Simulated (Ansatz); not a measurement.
# C4H11CuO2: how energies converge with the basis set

The task here is to estimate one member of a computed series from the others.

Method: one geometry, several basis sets; program: Ansatz 0.2.0, Gaussian basis.

The runs, in order: PBE0-D4/def2-SVP; ωB97M-V/def2-SVP; PBE0-D4/def2-QZVPP; ωB97M-V/def2-QZVPP; the functionals' def2-TZVPP values are taken from earlier runs.

1 further run of the same task is left out (it didn't finish).

**The relaxed structure**

The geometry comes from an earlier relaxation with PBE0-D4 in a triple-zeta def2 set; it is a stationary point, not always the lowest conformer.

SMILES `CC(C)(C)[O][Cu-][OH2+]`, 18 atoms, charge 0, spin multiplicity 1.

Atoms are counted from 1 here; the program's logs count them from 0.

Bond lengths: C1–C2 1.529 Å, C1–H8 1.093 Å, C1–H9 1.096 Å, C1–H10 1.094 Å, C2–C3 1.529 Å, C2–C4 1.529 Å, C2–O5 1.394 Å, C3–H11 1.092 Å, C3–H12 1.094 Å, C3–H13 1.092 Å, C4–H14 1.093 Å, C4–H15 1.095 Å, C4–H16 1.096 Å, O5–Cu6 1.783 Å, Cu6–O7 1.940 Å, O7–H17 0.963 Å, O7–H18 0.963 Å. Angles: C2–C1–H8 109.7°, C2–C1–H9 109.8°, C2–C1–H10 112.3°, H8–C1–H9 108.1°, H8–C1–H10 108.7°, H9–C1–H10 108.1°, C1–C2–C3 109.4°, C1–C2–C4 109.4°, C1–C2–O5 110.9°, C3–C2–C4 109.4°, C3–C2–O5 106.8°, C4–C2–O5 110.9°, C2–C3–H11 109.7°, C2–C3–H12 111.9°, C2–C3–H13 109.7°, H11–C3–H12 108.7°, H11–C3–H13 108.0°, H12–C3–H13 108.8° and more.

Coordinates:

```
atom     x (Å)     y (Å)     z (Å)
  C1   1.14935  -0.03740   1.11621
  C2   0.48567  -0.53292  -0.16917
  C3   1.50084  -1.32560  -0.99233
  C4  -0.69740  -1.43485   0.18445
  O5   0.07388   0.53869  -0.96025
 Cu6  -1.11614   1.73942  -0.39354
  O7  -2.39600   3.11418   0.09215
  H8   1.97581   0.63328   0.86935
  H9   0.42393   0.52275   1.71686
 H10   1.53551  -0.85884   1.72780
 H11   1.03422  -1.67114  -1.91746
 H12   1.88124  -2.19289  -0.44522
 H13   2.34198  -0.68138  -1.25783
 H14  -1.19459  -1.76616  -0.73031
 H15  -0.39124  -2.31673   0.75583
 H16  -1.42467  -0.87598   0.78403
 H17  -2.01880   4.00014   0.10804
 H18  -3.16360   3.14546  -0.48862
```

Set-up of the first run:

in.yaml

```yaml
crystal:
  periodic: [false, false, false]
  atoms:
    - {symbol: C, position_ang: [1.149353, -0.037403, 1.116206]}
    - {symbol: C, position_ang: [0.485665, -0.532922, -0.169169]}
    - {symbol: C, position_ang: [1.500842, -1.325601, -0.992328]}
    - {symbol: C, position_ang: [-0.697398, -1.434847, 0.184447]}
    - {symbol: O, position_ang: [0.073879, 0.538690, -0.960253]}
    - {symbol: Cu, position_ang: [-1.116140, 1.739425, -0.393540]}
    - {symbol: O, position_ang: [-2.396004, 3.114179, 0.092154]}
    - {symbol: H, position_ang: [1.975805, 0.633275, 0.869353]}
    - {symbol: H, position_ang: [0.423930, 0.522748, 1.716863]}
    - {symbol: H, position_ang: [1.535515, -0.858838, 1.727800]}
    - {symbol: H, position_ang: [1.034224, -1.671140, -1.917464]}
    - {symbol: H, position_ang: [1.881244, -2.192893, -0.445217]}
    - {symbol: H, position_ang: [2.341975, -0.681379, -1.257830]}
    - {symbol: H, position_ang: [-1.194586, -1.766163, -0.730313]}
    - {symbol: H, position_ang: [-0.391241, -2.316731, 0.755832]}
    - {symbol: H, position_ang: [-1.424673, -0.875980, 0.784033]}
    - {symbol: H, position_ang: [-2.018802, 4.000141, 0.108044]}
    - {symbol: H, position_ang: [-3.163599, 3.145458, -0.488617]}
basis:
  gaussian: {orbitals: def2-SVP}
hamiltonian: {xc: pbe0, dispersion: d4}
output: {orbitals: {seedname: orbitals}}
```

On the command line:

```
$ ansatz run in.yaml --threads 2 --pin off --events-out ev --progress --plain --max-ram 22528MiB --backend cpu
```

Among the steps run: PBE0-D4 in def2-SVP; ωB97M-V in def2-SVP; PBE0-D4 in def2-QZVPP; ωB97M-V in def2-QZVPP.

One of the session's tables, all rows but one given; the rest of the session is left out.

It belongs to the step «Functionals by basis». 

```
functional       basis  HOMO (eV)
   PBE0-D4    def2-SVP      -5.21
   PBE0-D4  def2-TZVPP      -5.62
   PBE0-D4  def2-QZVPP      -5.67
   ωB97M-V    def2-SVP      -7.60
   ωB97M-V  def2-TZVPP      -8.03
   ωB97M-V  def2-QZVPP          ?
```

Q: Estimate the row for ωB97M-V, def2-QZVPP from the others.

As computed: HOMO (eV): -8.08. In the column «HOMO (eV)» it is the lowest.
